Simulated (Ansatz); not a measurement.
**C₃H₇Ga: a ladder of functionals and wavefunction methods**

The task here is to estimate one member of a computed series from the others.

The runs use Ansatz 0.2.0, Gaussian basis; functionals in def2-TZVPP, the program's frozen cores in correlated methods.

The runs, in order: LDA (SPW92), PBE-D4, revPBE-D4, BLYP-D4, r2SCAN-D4, B97M-V, PBE0-D4, B3LYP-D4, r2SCANh-D4, r2SCAN0-D4, HSE06-D4, BHLYP-D4, CAM-B3LYP-D4, LC-ωPBE, ωB97X-V, ωB97M-V, B2PLYP, PBE-QIDH; CCSD(T)/def2-SVP; CCSD(T)/def2-TZVPP; MP2/def2-QZVPP; extrapolation to the limit; RPA on PBE.

## The geometry

The geometry comes from an earlier relaxation with PBE0-D4 in a triple-zeta def2 set; it is a stationary point, not always the lowest conformer.

SMILES `C/C=[CH]\[GaH2]`, 11 atoms, charge 0, spin multiplicity 1.

Atoms are counted from 1 here; the program's logs count them from 0.

Bond lengths: C1–C2 1.488 Å, C1–H5 1.090 Å, C1–H6 1.095 Å, C1–H7 1.095 Å, C2–C3 1.338 Å, C2–H8 1.092 Å, C3–Ga4 1.947 Å, C3–H9 1.089 Å, Ga4–H10 1.571 Å, Ga4–H11 1.571 Å. Angles: C2–C1–H5 112.3°, C2–C1–H6 110.4°, C2–C1–H7 110.4°, H5–C1–H6 108.6°, H5–C1–H7 108.6°, H6–C1–H7 106.3°, C1–C2–C3 127.2°, C1–C2–H8 114.3°, C3–C2–H8 118.5°, C2–C3–Ga4 126.8°, C2–C3–H9 116.0°, Ga4–C3–H9 117.2°, C3–Ga4–H10 122.3°, C3–Ga4–H11 118.5°, H10–Ga4–H11 119.2°.

The first run:

Input file in.yaml:

```yaml
crystal:
  periodic: [false, false, false]
  atoms:
    - {symbol: C, position_ang: [-1.167478, 1.014216, 0.074347]}
    - {symbol: C, position_ang: [-0.886115, -0.398461, 0.449272]}
    - {symbol: C, position_ang: [0.256809, -1.071252, 0.268842]}
    - {symbol: Ga, position_ang: [1.894172, -0.395834, -0.540725]}
    - {symbol: H, position_ang: [-0.309256, 1.497982, -0.392863]}
    - {symbol: H, position_ang: [-2.015251, 1.065004, -0.616837]}
    - {symbol: H, position_ang: [-1.456589, 1.593970, 0.957141]}
    - {symbol: H, position_ang: [-1.725707, -0.913847, 0.921283]}
    - {symbol: H, position_ang: [0.262388, -2.104169, 0.613990]}
    - {symbol: H, position_ang: [2.019845, 1.075398, -1.078503]}
    - {symbol: H, position_ang: [3.127192, -1.363008, -0.655956]}
basis:
  gaussian: {orbitals: def2-TZVPP}
hamiltonian: {xc: lda}
output: {orbitals: {seedname: orbitals}}
```

Run with:

```console
> ansatz run in.yaml --threads 4 --pin off --events-out ev --progress --plain --max-ram 10444MiB
```

Among the steps run: LDA; PBE-D4 (GGA); revPBE-D4 (GGA); BLYP-D4 (GGA); r2SCAN-D4 (meta-GGA); B97M-V (meta-GGA); B3LYP-D4 (hybrid); r2SCANh-D4 (hybrid); r2SCAN0-D4 (hybrid); HSE06-D4 (hybrid); BHLYP-D4 (hybrid); CAM-B3LYP-D4 (range-separated); LC-ωPBE (range-separated); ωB97X-V (range-separated); ωB97M-V (range-separated); B2PLYP (double hybrid); PBE-QIDH (double hybrid).

One table of the session follows, with a row left open; its other results are not shown here.

It belongs to the step «Orbital energies across the functionals». 

```
  functional  HOMO (eV)  LUMO (eV)  gap (eV)
 LDA (SPW92)      -6.74      -2.77      3.97
      PBE-D4      -6.56      -2.51      4.05
   revPBE-D4      -6.49      -2.39      4.10
     BLYP-D4      -6.40      -2.43      3.97
   r2SCAN-D4      -6.75      -2.28      4.46
      B97M-V      -6.75      -2.42      4.33
     PBE0-D4      -7.61      -1.69      5.93
    B3LYP-D4      -7.39      -1.94      5.45
  r2SCANh-D4      -7.14      -1.99      5.15
  r2SCAN0-D4      -7.75      -1.56      6.19
    HSE06-D4      -7.21      -2.05      5.16
    BHLYP-D4      -8.50      -0.89      7.62
CAM-B3LYP-D4      -8.90      -0.77      8.13
     LC-ωPBE          ?          ?         ?
     ωB97X-V      -9.90       0.25     10.15
     ωB97M-V      -9.81       0.06      9.87
```

**Question.** Estimate the row for LC-ωPBE.

**Answer.** HOMO (eV): -10.28; LUMO (eV): 0.38; gap (eV): 10.66. In the column «HOMO (eV)» it is the lowest.
